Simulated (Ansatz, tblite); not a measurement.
PbSeS: GFN1-xTB, run from Python

These are simulated results from tblite 0.8.0, not measurements. The cell was built from a prototype and was relaxed with r2SCAN in plane waves (Ansatz 0.2.0). It may be hypothetical. It is a single sheet, repeated along a and b, with vacuum along c. All runs are without spin polarisation.

In-plane lattice: a = 3.894 Å, b = 3.894 Å, γ = 120.0°; thickness between the outer nuclei 3.18 Å. Pb is surrounded by 3 S at 2.71 Å and 3 Se at 2.80 Å; S is surrounded by 3 Pb at 2.71 Å; Se is surrounded by 3 Pb at 2.80 Å.

tblite solves periodic systems at the zone centre alone, so the script builds a cluster of 3×3×1 conventional cells (27 atoms), which folds in a coarse mesh of k points.

Input script:

```python
import json
from ase import Atoms
from ase.build import make_supercell
from ase.units import Bohr, GPa, Hartree
from tblite.interface import Calculator

atoms = Atoms(['Pb', 'S', 'Se'],
              cell=[[3.893989, 0.0, -0.0], [-1.946995, 3.372294, 0.0], [-0.0, 0.0, 30.131581]],
              scaled_positions=[[-0.0, -0.0, 0.30042], [0.333333, 0.666667, 0.350514], [0.666667, 0.333333, 0.245135]],
              pbc=True)
cluster = make_supercell(atoms, [[3, 0, 0], [0, 3, 0], [0, 0, 1]])
calc = Calculator('GFN1-xTB', cluster.numbers, cluster.positions / Bohr, lattice=cluster.cell[:] / Bohr, periodic=cluster.pbc)
calc.set('temperature', 0.02 / Hartree)
calc.set('max-iter', 150)
res = calc.singlepoint()
levels = res.get('orbital-energies') * Hartree
nv = round(res.get('orbital-occupations').sum() / 2)
cells = len(cluster) // len(atoms)
out = {'energy_per_cell': res.get('energy') * Hartree / cells, 'homo': levels[nv - 1], 'lumo': levels[nv],
       'stress': (-res.get('virial') * Hartree / cluster.get_volume() / GPa).tolist(), 'charges': res.get('charges')[:len(atoms)].tolist(), 'electrons': 2 * nv / cells}
json.dump(out, open('results.json', 'w'))
for key, value in out.items():
    print(key, value)
```

Command: `python run.py`. It took 0.66 s on 1 thread of Arm Neoverse V2 (shared host), peak memory 0.099 GiB.

Output:

```
------------------------------------------------------------
  cycle        total energy    energy error   density error
------------------------------------------------------------
      1     -75.28142623887  -7.5191269E+01   6.2206929E-01
      2     -73.04628734869   2.2351389E+00   5.4430998E-01
      3     -73.03069067916   1.5596670E-02   5.3196186E-01
      4     -78.87160260163  -5.8409119E+00   6.1018656E-02
      5     -78.89518986947  -2.3587268E-02   7.4545067E-03
      6     -78.89524447356  -5.4604084E-05   4.5118996E-03
      7     -78.89525228946  -7.8159060E-06   1.8829261E-03
      8     -78.89530589290  -5.3603440E-05   4.3258589E-04
      9     -78.89530790403  -2.0111275E-06   1.8839498E-04
     10     -78.89530809065  -1.8661774E-07   9.6568525E-05
     11     -78.89530817500  -8.4347448E-08   5.3196694E-05
     12     -78.89530821854  -4.3545441E-08   1.1684715E-05
------------------------------------------------------------

 total:                                   0.191 sec
energy_per_cell -238.53896527179404
homo -10.065444852602267
lumo -8.871861956353245
stress [[-0.5166060367547264, -8.493365859515394e-06, 7.793302416624139e-06], [-8.493365859521342e-06, -0.5166199847781242, -5.0440607611659795e-06], [7.793302416672714e-06, -5.04406076116074e-06, -1.1853931017972659]]
charges [0.5141467432517892, -0.3097888124785426, -0.20435846452167927]
electrons 16.0
```

The cycle table is in hartree for the whole cluster, and the lines after it are in eV (the energy for one cell). The printed stress is in GPa and positive in compression, and the pressure is its mean diagonal, here averaged over the vacuum too.

GFN1-xTB gives a gap of 1.19 eV. On the same cell, plane-wave PBE (Ansatz, 12×12×1 k points and the special points) gives a gap of 0.29 eV and r2SCAN a gap of 0.46 eV; on shared hosts these took about 20 and 53 core-seconds on the 3-atom cell, against 0.66 for the script. Spin-orbit coupling, left out in all these runs, can cut or reorder the gap by tenths of an eV, up to about 1 eV with Pb or Bi. xTB was fitted to molecules, so gaps, charges and pressures of solids can be far off, and the gap also depends on the size of the cluster.

xTB was fitted mostly to molecules, and a small cluster samples few k points, so gaps, pressures and kinks along a curve can be far from a solid's.

Spin-orbit coupling is left out; in compounds of Pb, Bi, Tl or Hg it can lower a gap by up to about 1 eV, split its edges or invert the bands.
